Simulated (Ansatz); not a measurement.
Geometry optimisation, DFT PBEsol, scalar-relativistic, plane waves, PAW (Ansatz 0.2.0).

Input:

```yaml
crystal:
  lattice:
    - [7.14, 0.0, 0.0]
    - [0.0, 7.14, 0.0]
    - [0.0, 0.0, 7.14]
  atoms:
    - { symbol: C, position: [0.4957189, 0.0068395, 0.0029756] }
    - { symbol: C, position: [0.6289893, 0.127546, 0.1242035] }
    - { symbol: C, position: [0.7425809, 0.2504613, -1.69e-05] }
    - { symbol: C, position: [0.8734413, 0.3724525, 0.1246533] }
    - { symbol: C, position: [0.7573133, -0.0061638, 0.2526521] }
    - { symbol: C, position: [0.8772218, 0.1204443, 0.379162] }
    - { symbol: C, position: [-0.000804, -0.009846, -0.0056264] }
    - { symbol: C, position: [0.1242559, 0.1240286, 0.1236283] }
    - { symbol: C, position: [0.2468584, 0.2501026, 0.0015459] }
    - { symbol: C, position: [0.3773947, 0.3819488, 0.1157794] }
    - { symbol: C, position: [0.4943257, 0.4995609, 0.004208] }
    - { symbol: C, position: [0.6246258, 0.6225752, 0.1270038] }
    - { symbol: C, position: [0.745883, 0.7499564, -0.0104751] }
    - { symbol: C, position: [0.8727945, 0.8786054, 0.1196513] }
    - { symbol: C, position: [0.2537132, -0.0066733, 0.2509636] }
    - { symbol: C, position: [0.3755689, 0.1190894, 0.3767766] }
    - { symbol: C, position: [0.4932959, 0.2495183, 0.2534296] }
    - { symbol: C, position: [0.7540522, 0.5003681, 0.2485678] }
    - { symbol: C, position: [0.8714935, 0.6193747, 0.3705233] }
    - { symbol: C, position: [0.5018135, -0.0048165, 0.5008796] }
    - { symbol: C, position: [0.6268181, 0.1226061, 0.6249516] }
    - { symbol: C, position: [0.7493981, 0.2514528, 0.5017205] }
    - { symbol: C, position: [0.8748194, 0.3752653, 0.6244629] }
    - { symbol: C, position: [0.7524399, 0.0010653, 0.7467653] }
    - { symbol: C, position: [0.8774511, 0.1238686, 0.8761849] }
    - { symbol: C, position: [-0.0011913, 0.4953627, -0.0024787] }
    - { symbol: C, position: [0.1219202, 0.6254681, 0.128868] }
    - { symbol: C, position: [0.2536792, 0.7437555, 0.0011907] }
    - { symbol: C, position: [0.380581, 0.8712175, 0.1300587] }
    - { symbol: C, position: [-0.0065244, 0.2486721, 0.2524259] }
    - { symbol: C, position: [0.120694, 0.3831276, 0.3692296] }
    - { symbol: C, position: [0.2431862, 0.4994918, 0.2510551] }
    - { symbol: C, position: [0.3762622, 0.6346332, 0.3719565] }
    - { symbol: C, position: [0.5014839, 0.7449734, 0.2519592] }
    - { symbol: C, position: [0.6229623, 0.8733115, 0.3682987] }
    - { symbol: C, position: [0.0018873, -0.0084634, 0.5014273] }
    - { symbol: C, position: [0.1181862, 0.1201655, 0.6177121] }
    - { symbol: C, position: [0.244957, 0.2571989, 0.5007172] }
    - { symbol: C, position: [0.3755867, 0.37401, 0.6257613] }
    - { symbol: Si, position: [0.5036184, 0.5033189, 0.5018914], spin: 1.0 }
    - { symbol: C, position: [0.6314213, 0.6244064, 0.6267278] }
    - { symbol: C, position: [0.7453088, 0.7477693, 0.5007947] }
    - { symbol: C, position: [0.8781462, 0.8812404, 0.6252925] }
    - { symbol: C, position: [0.2486339, -0.0049776, 0.7422826] }
    - { symbol: C, position: [0.3768023, 0.1247518, 0.8717347] }
    - { symbol: C, position: [0.4942489, 0.2581514, 0.7559039] }
    - { symbol: C, position: [0.6302431, 0.365342, 0.8780557] }
    - { symbol: C, position: [0.7491051, 0.4986551, 0.7456935] }
    - { symbol: C, position: [0.8801764, 0.6187277, 0.8724308] }
    - { symbol: C, position: [0.0041607, 0.7496618, 0.2526286] }
    - { symbol: C, position: [0.1258385, 0.8688136, 0.3838238] }
    - { symbol: C, position: [-0.0008644, 0.498243, 0.4992038] }
    - { symbol: C, position: [0.1195429, 0.6327368, 0.6242701] }
    - { symbol: C, position: [0.2446293, 0.7488156, 0.4976136] }
    - { symbol: C, position: [0.3773359, 0.8741948, 0.631549] }
    - { symbol: C, position: [0.0077503, 0.2466392, 0.7450309] }
    - { symbol: C, position: [0.1243798, 0.3777536, 0.8737437] }
    - { symbol: C, position: [0.2559636, 0.4934451, 0.7528432] }
    - { symbol: C, position: [0.3729217, 0.6308414, 0.8764879] }
    - { symbol: C, position: [0.5069927, 0.7412876, 0.7507705] }
    - { symbol: C, position: [0.6308475, 0.8815104, 0.8779963] }
    - { symbol: C, position: [-0.0074344, 0.7525355, 0.7402497] }
    - { symbol: C, position: [0.1234292, 0.877761, 0.878013] }
magnetization:
  spin_polarized: true
total_charge: 1
basis:
  ecutwfc: 420.0
kpoints:
  mp_grid: { grid: [2, 2, 2] }
hamiltonian:
  xc: pbesol
  pseudopotentials: { kind: paw, azcp: { folder: soft_1 } }
scf:
  occupations: { method: gaussian, width: 0.02 }
  lower_state_search: "off"
relax:
  f_tol: 0.03
  max_steps: 60
  adjacent_minimum: "off"
```

Launched with:

```bash
$ ansatz run input.yaml --threads 4 --pin off --max-ram 10240MiB --backend cpu --events-out ev --progress --plain --runs-dir out
```

Problem. Where does it end, and by what steps?

Solution. The run converged. Limits of this set-up: coarse k mesh, PAW files made for another functional, charged cell in a uniform background, uncorrected. After 6 steps the energy has fallen by 8.874 eV; Si40 moved furthest, 0.77 Å. The start is strongly strained (largest force component 9 eV/Å). Joined: C17–Si40 (2.54 → 2.01 Å), C18–Si40 (2.54 → 2.01 Å), C22–Si40 (2.51 → 2.00 Å).

```tsv
step	energy less start (eV)	largest force component (eV/Å)	accepted
0	0.0000	8.620	yes
1	-5.9540	4.953	yes
2	-7.8542	2.475	yes
3	-8.4837	1.491	yes
4	-8.8222	0.454	yes
5	-8.8740	0.030	yes
6	-8.8743	0.007	yes
```

```xyz
63
Lattice="7.1400 0.0000 0.0000 0.0000 7.1400 0.0000 0.0000 0.0000 7.1400" Properties=species:S:1:pos:R:3
C 3.557 0.000 0.004
C 4.437 0.922 0.926
C 5.334 1.799 0.025
C 6.212 2.697 0.926
C 5.334 0.021 1.803
C 6.212 0.922 2.701
C -0.011 0.004 0.008
C 0.867 0.900 0.904
C 1.760 1.776 -0.007
C 2.639 2.681 0.878
C 3.562 3.571 -0.004
C 4.453 4.494 0.878
C 5.357 5.374 -0.007
C 6.233 6.267 0.904
C 1.760 -0.010 1.780
C 2.639 0.874 2.684
C 3.459 1.762 1.765
C 5.372 3.675 1.765
C 6.259 4.494 2.684
C 3.562 -0.008 3.575
C 4.453 0.874 4.498
C 5.372 1.762 3.678
C 6.259 2.680 4.498
C 5.357 -0.011 5.377
C 6.233 0.900 6.270
C -0.007 3.576 0.004
C 0.873 4.474 0.880
C 1.783 5.350 -0.013
C 2.660 6.261 0.880
C -0.028 1.800 1.803
C 0.876 2.679 2.683
C 1.758 3.570 1.760
C 2.645 4.489 2.579
C 3.564 5.376 1.760
C 4.455 6.258 2.683
C -0.007 0.000 3.580
C 0.873 0.876 4.478
C 1.758 1.756 3.574
C 2.645 2.575 4.493
Si 4.008 3.125 3.129
C 4.558 4.488 4.492
C 5.378 5.376 3.573
C 6.257 6.261 4.478
C 1.783 -0.017 5.354
C 2.660 0.876 6.265
C 3.564 1.756 5.380
C 4.455 2.679 6.262
C 5.378 3.570 5.380
C 6.257 4.474 6.264
C 0.004 5.374 1.780
C 0.884 6.250 2.678
C 0.001 3.571 3.575
C 0.905 4.451 4.455
C 1.805 5.328 3.557
C 2.683 6.229 4.455
C 0.004 1.776 5.377
C 0.884 2.674 6.254
C 1.805 3.553 5.332
C 2.683 4.451 6.232
C 3.580 5.328 5.332
C 4.460 6.250 6.254
C 0.010 5.350 5.354
C 0.888 6.246 6.250
```

Time of the run: 7 min on 4 threads of Arm Neoverse V1, on a shared host, peak memory 3.6 GiB.
